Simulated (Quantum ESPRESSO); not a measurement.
Crystal: ZrC.

```
Zr C
1.0
     0.00000   -2.35021   -2.35021
    -2.35021    0.00000   -2.35021
     2.35021    2.35021   -4.70042
Zr C
2 2
Cartesian
  -0.0159 -0.0058 -7.0339
  0.0159 0.0058 -2.3669
  0.0113 0.0063 -4.7101
  2.3389 -0.0063 -7.0409
```

Base run:

```yaml
Program: Quantum ESPRESSO 7.5
Functional: PBE
Potentials_or_basis: SSSP 1.3 efficiency PBE
Cutoff: 748 eV
Density_cutoff: 5987 eV
k_mesh: 9 × 9 × 5
Occupations: fermi-dirac, width 0.05 eV
Spin: no spin polarisation
```

Its results: band gap on the k mesh none (metal or under the smearing width); pressure 1.2 GPa; largest force 0.795 eV/Å.

**Question.** The run is repeated on the same cell with these changes: functional from PBE to BLYP; occupations from fermi-dirac, width 0.05 eV to cold, width 0.2 eV. What comes out?

**Answer.** Band gap on the k mesh none (metal or under the smearing width); pressure 8.6 GPa; largest force 0.814 eV/Å.

Caveats: the potentials were made for another functional, which shifts forces and pressure (some runs).
